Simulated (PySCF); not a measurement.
# C2H9BN2: the cost of one run

Computed with PySCF 2.14.0, with density-fitted response routines of our own, on a single molecule in the gas phase. Atoms count from 0, in the outputs and in this text.

## 1. Starting geometry

14 atoms, charge 0, multiplicity 1; geometry from: GFN2-xTB. The atoms were then displaced at random by about 0.01 Å, so the start is not that level's minimum.

Bonds of the start (Å): C0–N1 1.43, N1–C2 1.44, N1–B3 1.44, B3–N4 1.37, C0–H5 1.06, C0–H6 1.12, C0–H7 1.08, C2–H8 1.07, C2–H9 1.11, C2–H10 1.10, B3–H11 1.17, N4–H12 0.98, N4–H13 1.02.

## 2. Relaxing the molecule at PBE0-D3(BJ)/def2-SVP

The job: settings as JSON, then the geometry in Å.

```
{"job": {"xc": "PBE0", "basis": "def2-SVP", "d3": "d3bj", "grid": 1, "shake": 0.01, "kind": "geom"}, "charge": 0, "multiplicity": 1}
C     -1.337400    -1.069000     0.008260
N     -0.257950    -0.161720     0.268270
C     -0.702130     1.023320     0.965020
B      1.097080    -0.445030    -0.130800
N      2.146350     0.400940     0.109030
H     -1.012270    -1.918470    -0.531070
H     -2.109950    -0.545180    -0.606650
H     -1.818530    -1.359020     0.934040
H     -1.423520     1.587240     0.402950
H     -1.150030     0.757120     1.941170
H      0.151380     1.679050     1.182040
H      1.278880    -1.452150    -0.688440
H      3.053760     0.193530    -0.181530
H      2.077170     1.294280     0.599950
```

The run is started by

```
$ OMP_NUM_THREADS=1 python probes_run.py task.json out
```

This one command runs all jobs of the session in turn.

**Question.** How long does this first job take on 1 thread of Arm Neoverse N1, shared host, and how much memory does it need?

About 63 s, with a peak of 0.49 GiB.
